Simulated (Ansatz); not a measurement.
# Cl2H3InO: search for a transition state

Aim: find the saddle point of a four-centre ligand exchange that is to form In1–O6, H2–H5 and break In1–H2, H5–O6, prove it by its vibrations, and relax downhill on both sides to see what it joins.

The runs use Ansatz 0.2.0, Gaussian basis; PBE0-D4, def2-SVP first, then def2-TZVP.

143 further runs of the same task are left out: 143 set aside as unsound or not needed. Runs told in other sessions of the task aren't counted.

## Step 1: The system as given

The guess: 7 atoms, charge 0, spin multiplicity 1.

Atoms are counted from 1 here; the program's logs count them from 0.

Bond lengths: In1–H2 2.024 Å, In1–Cl3 2.289 Å, In1–Cl4 2.289 Å, In1–H5 2.212 Å, In1–O6 2.095 Å, O6–H7 0.961 Å. Angles: H2–In1–Cl3 114.8°, H2–In1–Cl4 114.8°, H2–In1–H5 27.9°, H2–In1–O6 65.4°, Cl3–In1–Cl4 123.2°, Cl3–In1–H5 118.4°, Cl3–In1–O6 112.2°, Cl4–In1–H5 118.4°, Cl4–In1–O6 112.2°, H5–In1–O6 37.5°, In1–O6–H7 145.4°.

Geometry (Å):

```mol
Cl2H3InO
  3D, bonds by distance, orders not assigned

  7  6  0  0  0  0  0  0  0  0999 V2000
   -0.8356    0.1329   -0.1328 In  0  0
    0.0292   -1.4797    0.7312 H   0  0
   -1.5611   -0.2000   -2.2778 Cl  0  0
   -1.8537    1.5720    1.3268 Cl  0  0
    0.9329   -0.9972    0.5663 H   0  0
    1.2534    0.2243   -0.0088 O   0  0
    2.0350    0.7478   -0.2051 H   0  0
  1  2  8  0
  1  3  8  0
  1  4  8  0
  1  5  8  0
  1  6  8  0
  6  7  8  0
M  END
```

Distances that are to change: In1–O6 2.09 Å, H2–H5 1.04 Å, In1–H2 2.02 Å, H5–O6 1.39 Å.

## Step 2: Relaxing the guess with the reacting distances held

The input, hold/in.yaml:

```yaml
crystal:
  periodic: [false, false, false]
  atoms:
    - {symbol: In, position_ang: [-0.835600, 0.132900, -0.132800]}
    - {symbol: H, position_ang: [0.029200, -1.479700, 0.731200]}
    - {symbol: Cl, position_ang: [-1.561100, -0.200000, -2.277800]}
    - {symbol: Cl, position_ang: [-1.853700, 1.572000, 1.326800]}
    - {symbol: H, position_ang: [0.932900, -0.997200, 0.566300]}
    - {symbol: O, position_ang: [1.253400, 0.224300, -0.008800]}
    - {symbol: H, position_ang: [2.035000, 0.747800, -0.205100]}
basis:
  gaussian: {orbitals: def2-SVP}
hamiltonian: {xc: pbe0, dispersion: d4}
relax: {f_tol: 0.04, max_steps: 150, escape_saddle: false, constraints: [{distance: [0, 5]}, {distance: [1, 4]}, {distance: [0, 1]}, {distance: [4, 5]}]}
```

Command:

```bash
$ ansatz run in.yaml --threads 4 --pin off --events-out ev --progress --plain --max-ram 9574MiB
```

Output, cut to the lines that bear on the results:

```text
Functional definition: PBE0
  name "PBE0"
  cite "Adamo & Barone, J. Chem. Phys. 110, 6158 (1999) doi:10.1063/1.478522"
  cite "Perdew, Burke & Ernzerhof, Phys. Rev. Lett. 77, 3865 (1996) doi:10.1103/PhysRevLett.77.3865"
  parent pbe
[...]
1007 factors; integrals over basis functions are off by at most 2.4e-4 eV
[...]
mean field -32296.45566214 eV, -1186.8728542598 hartree, gradient 4.3e-5 eV, S^2 0.000000; 0 other end points of the search recorded, 0 dependent functions left out
[...]
reference -32296.45569878 eV, -1186.8728556062 hartree; 33, 33 occupied and 58, 58 virtual orbitals, 1007 factors
relax step   1: F+E_penalty+E_count = -32296.59864948 eV  Δ(F+E_penalty+E_count) = +0.000e0 eV  max|allowed force component| = 6.074e-1 eV/Å  Δτ_max = 0.0000 Å  (23 SCF iters, accepted)
[...]
relax step   3: F+E_penalty+E_count = -32296.67123669 eV  Δ(F+E_penalty+E_count) = -1.804e-2 eV  max|allowed force component| = 8.873e-2 eV/Å  Δτ_max = 0.0519 Å  (27 SCF iters, accepted)
[...]
relax step   5: F+E_penalty+E_count = -32296.67319755 eV  Δ(F+E_penalty+E_count) = -8.876e-4 eV  max|allowed force component| = 3.061e-2 eV/Å  Δτ_max = 0.0194 Å  (27 SCF iters, accepted)
[...]
relax step   7: F+E_penalty+E_count = -32296.72098293 eV  Δ(F+E_penalty+E_count) = -4.747e-2 eV  max|allowed force component| = 1.304e-1 eV/Å  Δτ_max = 0.2000 Å  (27 SCF iters, accepted)
[...]
relax step   9: F+E_penalty+E_count = -32296.74195441 eV  Δ(F+E_penalty+E_count) = -2.346e-3 eV  max|allowed force component| = 3.972e-2 eV/Å  Δτ_max = 0.0548 Å  (26 SCF iters, accepted)
  distance In 0 - O 5 held at 2.094672 Å   reaction = -3.0810e-1 eV/Å
  distance H 1 - H 4 held at 1.037628 Å   reaction = +7.5450e-1 eV/Å
  distance In 0 - H 1 held at 2.023575 Å   reaction = -3.2733e-2 eV/Å
  distance H 4 - O 5 held at 1.387632 Å   reaction = +6.6183e-1 eV/Å
1007 factors; integrals over basis functions are off by at most 2.2e-4 eV
mean field -32296.60386451 eV, -1186.8783005966 hartree, gradient 7.4e-6 eV, S^2 0.000000; 1 other end points of the search recorded, 0 dependent functions left out
[...]
reference -32296.60390069 eV, -1186.8783019258 hartree; 33, 33 occupied and 58, 58 virtual orbitals, 1007 factors
Total energy: -32296.74199058 eV, -1186.8833766357 hartree
Atom 0 at    -0.728435     0.244144    -0.081355 Å, force    -0.333393    -0.014166    -0.036184 eV/Å
Atom 1 at     0.018332    -1.448510     0.738471 Å, force     0.640310     0.353141    -0.121748 eV/Å
Atom 2 at    -1.396431    -0.162370    -2.279505 Å, force     0.012378     0.015371    -0.002957 eV/Å
Atom 3 at    -2.041573     1.454069     1.407459 Å, force    -0.007991     0.009815     0.004955 eV/Å
Atom 4 at     0.874340    -0.889195     0.562145 Å, force    -0.416113     0.215073    -0.004627 eV/Å
Atom 5 at     1.342391     0.368290     0.208334 Å, force     0.071667    -0.583439     0.171634 eV/Å
Atom 6 at     1.931476     0.433672    -0.555749 Å, force     0.033143     0.004204    -0.011072 eV/Å
Dipole moment:     0.483822    -0.181935    -0.116018 e Å
```

Run time: 12 s. Hardware: 4 threads of Arm Neoverse V2, shared host.

Relaxation path:

```csv
step,energy from step 1 (eV),largest force component (eV/Å)
1,0.0000,0.6074
2,-0.0545,0.2324
3,-0.0726,0.0887
4,-0.0737,0.0437
5,-0.0745,0.0306
6,-0.0749,0.5255
7,-0.1223,0.1304
8,-0.1410,0.0942
9,-0.1433,0.0397
```

Close pairs (by a distance rule), those that changed most:

```csv
bond,before (Å),after (Å),change (Å)
In1–H5,2.212,2.066,-0.146
In1–Cl3,2.289,2.333,+0.044
In1–Cl4,2.289,2.325,+0.036
O6–H7,0.961,0.967,+0.006
In1–O6,2.095,2.095,+0.000
In1–H2,2.024,2.024,+0.000
```

## Step 3: A starting Hessian

The input, hessian/in.yaml:

```yaml
crystal:
  periodic: [false, false, false]
  atoms:
    - {symbol: In, position_ang: [-0.728435, 0.244144, -0.081355]}
    - {symbol: H, position_ang: [0.018332, -1.448510, 0.738471]}
    - {symbol: Cl, position_ang: [-1.396431, -0.162370, -2.279505]}
    - {symbol: Cl, position_ang: [-2.041573, 1.454069, 1.407459]}
    - {symbol: H, position_ang: [0.874340, -0.889195, 0.562145]}
    - {symbol: O, position_ang: [1.342391, 0.368290, 0.208334]}
    - {symbol: H, position_ang: [1.931476, 0.433672, -0.555749]}
basis:
  gaussian: {orbitals: def2-SVP}
hamiltonian: {xc: pbe0, dispersion: d4}
phonons: {}
scf: {lower_state_search: off}
```

Command:

```bash
$ ansatz run in.yaml --threads 4 --pin off --events-out ev --progress --plain --max-ram 9574MiB
```

Output, cut to the lines that bear on the results:

```text
[... 5 set-up lines as earlier in the session ...]
[...]
1006 factors; integrals over basis functions are off by at most 2.3e-4 eV
[...]
mean field -32296.60384888 eV, -1186.8783000219 hartree, gradient 5.3e-6 eV, S^2 0.000000; 0 other end points of the search recorded, 0 dependent functions left out
[...]
reference -32296.60388509 eV, -1186.8783013528 hartree; 33, 33 occupied and 58, 58 virtual orbitals, 1006 factors
[... from here to the last solve, the lines of the solves are left out (41 solves) ...]
1006 factors; integrals over basis functions are off by at most 2.3e-4 eV
mean field -32296.60377649 eV, -1186.8782973618 hartree, gradient 1.2e-6 eV, S^2 0.000000; 0 other end points of the search recorded, 0 dependent functions left out
[...]
WARN: phonons: modes at or below zero, which the zero-point energy, F, S and C_V leave out: 1, the lowest at -1433.91 cm⁻¹. A minimum has none, and a first-order saddle one
[...]
Total energy: -32296.74197498 eV, -1186.8833760625 hartree
Atom 0 at    -0.728435     0.244144    -0.081355 Å, force    -0.333485    -0.014294    -0.035759 eV/Å
Atom 1 at     0.018332    -1.448510     0.738471 Å, force     0.640338     0.353150    -0.121765 eV/Å
Atom 2 at    -1.396431    -0.162370    -2.279505 Å, force     0.012421     0.015427    -0.003144 eV/Å
Atom 3 at    -2.041573     1.454069     1.407459 Å, force    -0.008009     0.009874     0.004871 eV/Å
Atom 4 at     0.874340    -0.889195     0.562145 Å, force    -0.416096     0.215092    -0.004619 eV/Å
Atom 5 at     1.342391     0.368290     0.208334 Å, force     0.071688    -0.583460     0.171520 eV/Å
Atom 6 at     1.931476     0.433672    -0.555749 Å, force     0.033144     0.004211    -0.011103 eV/Å
Dipole moment:     0.483824    -0.181935    -0.116017 e Å
Vibrations: -1433.91 90.14 108.95 129.73 310.10 358.36 398.54 466.13 550.04 747.34 873.78 1376.43 1614.87 1701.99 3861.23 cm⁻¹, zero-point energy 0.780334 eV
Checks for a lower state left out: stability, starts, cluster_reference, orbital_swaps, neighbouring_geometries, increment
```

It took 32 s on 4 threads of Arm Neoverse V2, shared host.

The structure is not stationary yet, so these wavenumbers are no spectrum; the search needs only the force constants.

## Step 4: Saddle search in the small basis

A small driver takes partitioned rational-function steps: uphill along one mode, downhill along the rest. It calls the program once a step for energy and forces and updates the Hessian by Bofill's formula. It stops when the largest force is under 0.04 eV/Å and the followed curvature is negative. The first step's input:

The input, presaddle/in.yaml:

```yaml
crystal:
  periodic: [false, false, false]
  atoms:
    - {symbol: In, position_ang: [-0.728435, 0.244144, -0.081355]}
    - {symbol: H, position_ang: [0.018332, -1.448510, 0.738471]}
    - {symbol: Cl, position_ang: [-1.396431, -0.162370, -2.279505]}
    - {symbol: Cl, position_ang: [-2.041573, 1.454069, 1.407459]}
    - {symbol: H, position_ang: [0.874340, -0.889195, 0.562145]}
    - {symbol: O, position_ang: [1.342391, 0.368290, 0.208334]}
    - {symbol: H, position_ang: [1.931476, 0.433672, -0.555749]}
basis:
  gaussian: {orbitals: def2-SVP}
hamiltonian: {xc: pbe0, dispersion: d4}
output: {forces: true}
scf: {lower_state_search: off}
```

Command:

```bash
$ ansatz run in.yaml --threads 4 --pin off --events-out ev --progress --plain --max-ram 9574MiB
```

The driver's record:

```csv
step,energy (eV),largest force (eV/Å),followed curvature (eV/Å²)
1,-32296.74194,0.6403,-12.17
2,-32296.78419,0.1598,-11.83
3,-32296.78538,0.0241,-11.86
```

The 3 steps took 2.4 s in all (4 threads of Arm Neoverse V2, shared host).

## Step 5: Saddle search in triple zeta

A small driver takes partitioned rational-function steps: uphill along one mode, downhill along the rest. It calls the program once a step for energy and forces and updates the Hessian by Bofill's formula. It stops when the largest force is under 0.01 eV/Å and the followed curvature is negative. The first step's input:

The input, saddle/in.yaml:

```yaml
crystal:
  periodic: [false, false, false]
  atoms:
    - {symbol: In, position_ang: [-0.742384, 0.255108, -0.090324]}
    - {symbol: H, position_ang: [0.072699, -1.427346, 0.748062]}
    - {symbol: Cl, position_ang: [-1.414178, -0.153638, -2.285194]}
    - {symbol: Cl, position_ang: [-2.058397, 1.450501, 1.407491]}
    - {symbol: H, position_ang: [0.843693, -0.885560, 0.564310]}
    - {symbol: O, position_ang: [1.343585, 0.330064, 0.198967]}
    - {symbol: H, position_ang: [1.955081, 0.430972, -0.543512]}
basis:
  gaussian: {orbitals: def2-TZVP}
hamiltonian: {xc: pbe0, dispersion: d4}
output: {forces: true}
scf: {lower_state_search: off}
```

Command:

```bash
$ ansatz run in.yaml --threads 4 --pin off --events-out ev --progress --plain --max-ram 9574MiB
```

Step by step:

```csv
step,energy (eV),largest force (eV/Å),followed curvature (eV/Å²)
1,-32308.29492,0.3447,-11.86
2,-32308.30737,0.0324,-11.80
3,-32308.30748,0.0049,-11.75
```

The 3 steps took 5.5 s in all (4 threads of Arm Neoverse V2, shared host).

The point found:

```
In   -0.7486    0.2449   -0.0806
H     0.0690   -1.4060    0.7475
Cl   -1.3694   -0.1408   -2.2679
Cl   -2.0427    1.4246    1.4056
H     0.8379   -0.8526    0.5603
O     1.3321    0.3383    0.1972
H     1.9218    0.3916   -0.5622
```

Followed mode, largest move set to 1: H5 (-0.61, -0.74, 0.30); In1 (0.30, 0.40, -0.16); O6 (0.01, 0.43, -0.13); H2 (0.29, -0.10, 0.08).

(Part 1 of 2 ends here.)
